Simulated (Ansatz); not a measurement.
**AlBFH3O: single points off equilibrium**

An exercise on one series of results from a longer session: the logs are not shown, and one member is left open.

Program: Ansatz 0.2.0, Gaussian basis. Level of theory: single points in def2-TZVPP. These are calculated values, not measurements.

Cores are frozen in the correlated methods.

2 further runs of the same task are left out: 2 that didn't finish.

### Where the work starts

SMILES `B[O][AlH][F]`, 7 atoms, charge 0, spin multiplicity 1.

Atoms are counted from 1 here; the program's logs count them from 0.

Bond lengths: B1–O2 1.358 Å, B1–H5 1.154 Å, B1–H6 1.243 Å, O2–Al3 1.691 Å, Al3–F4 1.713 Å, Al3–H7 1.670 Å. Angles: O2–B1–H5 117.5°, O2–B1–H6 110.1°, H5–B1–H6 129.0°, B1–O2–Al3 175.2°, O2–Al3–F4 128.1°, O2–Al3–H7 110.4°, F4–Al3–H7 115.8°.

As a file:

```xyz
7
AlBFH3O
B    -0.4983    1.3155    0.7460
O    -0.0737    0.2193    0.0658
Al    0.4661   -1.2114   -0.6569
F     0.9443   -2.6683    0.1077
H    -0.7881    2.2468    0.1295
H    -0.1484    1.2427    1.9361
H    -0.1832   -1.3717   -2.1876
```

Set-up of the first run:

Input file run/in.yaml:

```yaml
crystal:
  periodic: [false, false, false]
  atoms:
    - {symbol: B, position_ang: [-0.498259, 1.315451, 0.745976]}
    - {symbol: O, position_ang: [-0.073728, 0.219297, 0.065767]}
    - {symbol: Al, position_ang: [0.466055, -1.211417, -0.656931]}
    - {symbol: F, position_ang: [0.944319, -2.668312, 0.107675]}
    - {symbol: H, position_ang: [-0.788121, 2.246844, 0.129471]}
    - {symbol: H, position_ang: [-0.148411, 1.242722, 1.936100]}
    - {symbol: H, position_ang: [-0.183221, -1.371710, -2.187577]}
basis:
  gaussian: {orbitals: def2-TZVPP}
hamiltonian: {xc: pbe, dispersion: d4}
output: {forces: true}
```

Launch:

```bash
$ ansatz run in.yaml --threads 2 --pin off --events-out ev --progress --plain --max-ram 3481MiB
```

Steps of the session up to this table: PBE-D4/def2-TZVPP; r2SCAN-D4/def2-TZVPP; PBE0-D4/def2-TZVPP; wB97M-V/def2-TZVPP; CCSD(T)/def2-TZVPP.

One of the session's tables, all rows but one given; the rest of the session is left out.

| method | RMS force component (eV/Å) | angle to CCSD(T) forces (°) | dipole (D) |
| --- | --- | --- | --- |
| PBE-D4 | 0.941 | 8.1 | 1.31 |
| r2SCAN-D4 | 1.020 | 3.9 | 1.36 |
| PBE0-D4 | 1.036 | 6.4 | 1.42 |
| wB97M-V | ? | ? | ? |
| CCSD(T) | 1.032 | reference | 1.42 |

**Question.** Estimate the row for wB97M-V.

**Answer.** RMS force component (eV/Å): 1.025; angle to CCSD(T) forces (°): 4.2; dipole (D): 1.40. In the column «RMS force component (eV/Å)» it lies between r2SCAN-D4 (1.020) and CCSD(T) (1.032).
